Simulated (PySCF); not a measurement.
# DyCl3(NH3): forces at shaken geometries

Aim: move all atoms of relaxed DyCl3(NH3) at random and read energies and forces. It is a constructed species; whether it can be made isn't addressed.

Program: PySCF 2.14.0. Level of theory: PBE, Dy lcecp-1-SVP with ECP55, Cl def2-SVP, N def2-SVP, H def2-SVP; scalar-relativistic core potentials, no spin–orbit coupling. These are calculated values, not measurements.

5 further runs of the same task are left out: 2 for a known fault of the program, 3 that didn't finish.

## Step 1: The system as given

8 atoms, charge 0, spin multiplicity 1.

Bond lengths: Dy1–Cl2 2.498 Å, Dy1–Cl3 2.498 Å, Dy1–Cl4 2.498 Å, Dy1–N5 2.465 Å, N5–H6 1.031 Å, N5–H7 1.031 Å, N5–H8 1.031 Å. Angles: Cl2–Dy1–Cl3 119.1°, Cl2–Dy1–Cl4 119.1°, Cl2–Dy1–N5 95.5°, Cl3–Dy1–Cl4 119.1°, Cl3–Dy1–N5 95.5°, Cl4–Dy1–N5 95.5°, Dy1–N5–H6 112.4°, Dy1–N5–H7 112.4°, Dy1–N5–H8 112.4°, H6–N5–H7 106.4°, H6–N5–H8 106.4°, H7–N5–H8 106.4°.

As a file:

```mol
Cl3DyH3N
  3D, bonds by distance, orders not assigned

  8  7  0  0  0  0  0  0  0  0999 V2000
    0.0276   -0.0276    0.0276 Dy  0  0
    1.1806    1.8655    1.1806 Cl  0  0
   -1.8655   -1.1806    1.1806 Cl  0  0
    1.1806   -1.1806   -1.8655 Cl  0  0
   -1.3954    1.3954   -1.3954 N   0  0
   -2.0115    2.0115   -0.8435 H   0  0
   -0.8435    2.0115   -2.0115 H   0  0
   -2.0115    0.8435   -2.0115 H   0  0
  1  2  8  0
  1  3  8  0
  1  4  8  0
  1  5  8  0
  5  6  8  0
  5  7  8  0
  5  8  8  0
M  END
```

Formal oxidation states: Dy +3. Each metal's 9 4f electrons lie in its core potential, so multiplicities, spins and levels count the valence alone. An earlier session relaxed this geometry at PBE, Dy lcecp-1-SVP with ECP55, Cl def2-SVP, N def2-SVP, H def2-SVP (singlet, point group C3v).

Its energy there is -1473.449658 Eh.

## Step 2: Atoms moved at random, σ = 0.06 Å

Contents of run.py (the lines that set the calculation):

```python
mol = gto.M(atom='''
Dy     0.09128    -0.00778     0.05112
Cl     1.15353     1.78485     1.14806
Cl    -1.88823    -1.19050     1.19043
Cl     1.20602    -1.16137    -1.92494
N     -1.43169     1.33609    -1.35372
H     -2.09180     2.11664    -0.77845
H     -0.77557     2.01146    -1.97747
H     -2.00215     0.84922    -2.09363''',
    basis={'Dy': 'lcecp-1-SVP', 'Cl': 'def2-SVP', 'N': 'def2-SVP', 'H': 'def2-SVP'},
    ecp={'Dy': 'lcecp-1-SVP'},
    charge=0, spin=0)
mf = dft.RKS(mol, xc='PBE')
mf.grids.atom_grid = (50, 194)  # f atoms: unpruned, at least (60, 302)
mf = mf.density_fit()  # fitting sets: Dy AutoAux, Cl def2-universal-JKFIT, N def2-universal-JKFIT, H def2-universal-JKFIT
mf.conv_tol = 1e-08; mf.max_cycle = 55
mf.kernel(dm0)  # dm0: the density of the relaxed state
```

Launch:

```console
$ OMP_NUM_THREADS=2 python run.py
```

## Step 3: Atoms moved at random, σ = 0.1 Å

Contents of run.py (the lines that set the calculation):

```python
mol = gto.M(atom='''
Dy    -0.07972     0.05099    -0.06795
Cl     1.25271     1.85793     1.32279
Cl    -1.84162    -1.38205     1.13943
Cl     1.26842    -1.11680    -1.79275
N     -1.64704     1.29433    -1.46663
H     -1.99244     2.11899    -0.87365
H     -0.92657     2.11843    -2.09518
H     -1.77236     0.79679    -1.90468''',
    basis={'Dy': 'lcecp-1-SVP', 'Cl': 'def2-SVP', 'N': 'def2-SVP', 'H': 'def2-SVP'},
    ecp={'Dy': 'lcecp-1-SVP'},
    charge=0, spin=0)
mf = dft.RKS(mol, xc='PBE')
mf.grids.atom_grid = (50, 194)  # f atoms: unpruned, at least (60, 302)
mf = mf.density_fit()  # fitting sets: Dy AutoAux, Cl def2-universal-JKFIT, N def2-universal-JKFIT, H def2-universal-JKFIT
mf.conv_tol = 1e-08; mf.max_cycle = 55
mf.kernel(dm0)  # dm0: the density of the relaxed state
```

## Step 4: Atoms moved at random, σ = 0.15 Å

Contents of run.py (the lines that set the calculation):

```python
mol = gto.M(atom='''
Dy    -0.04104     0.22371     0.28966
Cl     1.35120     2.04270     1.15722
Cl    -1.69203    -1.48520     1.08481
Cl     1.08988    -1.16607    -1.97683
N     -1.51319     1.25550    -1.24564
H     -1.77227     1.93264    -0.84395
H     -1.05079     2.07710    -2.12742
H     -2.11037     0.85821    -2.07647''',
    basis={'Dy': 'lcecp-1-SVP', 'Cl': 'def2-SVP', 'N': 'def2-SVP', 'H': 'def2-SVP'},
    ecp={'Dy': 'lcecp-1-SVP'},
    charge=0, spin=0)
mf = dft.RKS(mol, xc='PBE')
mf.grids.atom_grid = (50, 194)  # f atoms: unpruned, at least (60, 302)
mf = mf.density_fit()  # fitting sets: Dy AutoAux, Cl def2-universal-JKFIT, N def2-universal-JKFIT, H def2-universal-JKFIT
mf.conv_tol = 1e-08; mf.max_cycle = 55
mf.kernel(dm0)  # dm0: the density of the relaxed state
```

**Question.** What will these runs give? Wanted: for each run, σ; energy rise; harmonic estimate −½ F·u; largest force component.

As calculated:

| σ (Å) | energy rise (eV) | harmonic estimate −½ F·u (eV) | largest force component (eV/Å) |
| --- | --- | --- | --- |
| 0.06 | 0.695 | 0.657 | 3.97 |
| 0.1 | 8.125 | 8.394 | 45.01 |
| 0.15 | 3.707 | 3.183 | 13.93 |

Every displacement raises the energy. For a harmonic well the rise equals −½ F·u; the two differ by at most 14 % here (a move with σ = 0.15 Å), from anharmonicity, the grid and the small forces left at the relaxed point. The bases are small and lack diffuse functions. Spin–orbit coupling is left out.
